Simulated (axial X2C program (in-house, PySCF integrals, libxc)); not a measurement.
# BrAl: from the state search to constants

Aim: find the lowest determinant of BrAl, scan the bond at several levels and fit the constants, once spin-free and once with spin–orbit coupling.

Computed with an in-house X2C program for linear molecules on PySCF integrals. Level: all-electron X2C, Br dyall-cv3z, Al dyall-v3z.

All values are calculated.

**1. Set-up**

The input, task.json:

```json
{"zs": [35, 13], "q": 0, "bas": ["dyall-cv3z", "dyall-v3z"], "levels": ["PBE0", "HF", "PBE"], "cc": true, "r0": 2.4, "thr": -2.0, "nmax": 90, "npts": 10, "nst": 2, "ntry": 6}
```

Keys: zs atomic numbers; q charge; bas basis sets; levels methods (HF also brings MP2); cc coupled cluster on or off; r0 starting distance in Å; thr threshold in hartree for freezing inner shells (an s shell follows its p shell); nmax most natural virtual spinors; npts points asked for on the curve; nst determinants followed; ntry starts of the search.

Run with:

```sh
$ python so2c.py task.json out
```

Spin-free means the one-electron spin-free X2C Hamiltonian; two-component (2c) means X2C with spin–orbit coupling and atomic mean-field two-electron Coulomb and Gaunt terms. Basis: Br dyall-cv3z contracted to [8s9p6d4f1g], Al dyall-v3z contracted to [8s8p2d1f]; Gaussian nuclei, density fitting. Masses: Br 78.918 u, Al 26.982 u.

Notation: σ, π±, δ± give the projection m of an orbital's angular momentum (0, ±1, ±2), α and β its spin, Λ and M_S the sums; ω is the projection of a spinor's total angular momentum and Ω the sum. Logs are in hartree.

After this run come: PBE0, spin-free; HF, spin-free; PBE, spin-free; Correlated methods, spin-free; PBE0, 2c; HF, 2c; PBE, 2c; Correlated methods, 2c.

**Question.** What will these runs give? Wanted: for each run, Hamiltonian; Re; ωe; De; μ.

As calculated:

Lowest determinant that the search found at its distance, spin-free: M_S = 0, Λ = 0 (closed shell).

Lowest determinant that the search found at its distance, 2c: Ω = 0 (closed shell).

```tsv
Hamiltonian	level	Re (Å)	ωe (cm⁻¹)	De (eV)	μ (D)
spin-free	PBE0	2.317	370	4.55	1.70
spin-free	HF	2.326	368	3.46	1.89
spin-free	MP2	2.313	380	4.63	n/a
spin-free	CCSD	2.315	379	4.37	n/a
spin-free	CCSD(T)	2.316	379	4.48	n/a
spin-free	PBE	2.337	358	4.64	1.70
2c	PBE0	2.318	370	4.45	1.70
2c	HF	2.327	368	3.30	1.89
2c	MP2	2.314	380	4.49	n/a
2c	CCSD	2.316	378	4.22	n/a
2c	CCSD(T)	2.317	378	4.34	n/a
2c	PBE	2.338	357	4.53	1.69
```

Dipoles are positive if Al is the positive end.

What this shows: At CCSD(T), going from spin-free to two-component changes Re by +1 mÅ, ωe by -0.1 %, which is small (part of it comes from the scalar share of the two-electron terms). De moves by -0.14 eV; both De rest on single-determinant atoms, which can miss part of an open shell's spin–orbit lowering.

De refers to Br + Al, each in the lowest determinant found, which need not be this curve's own limit. Each curve is one determinant whose occupation by symmetry is held fixed; it was picked as the lowest of a PBE0 search that is not exhaustive. The closed shell is kept restricted; where the fragments are open shells, the energy then runs too high at long range. Dissociation energies refer to the lowest single-determinant-based atoms at the same level and basis. Coupled cluster ran in a truncated set of natural virtual spinors; the MP2 energy of the rest was added.
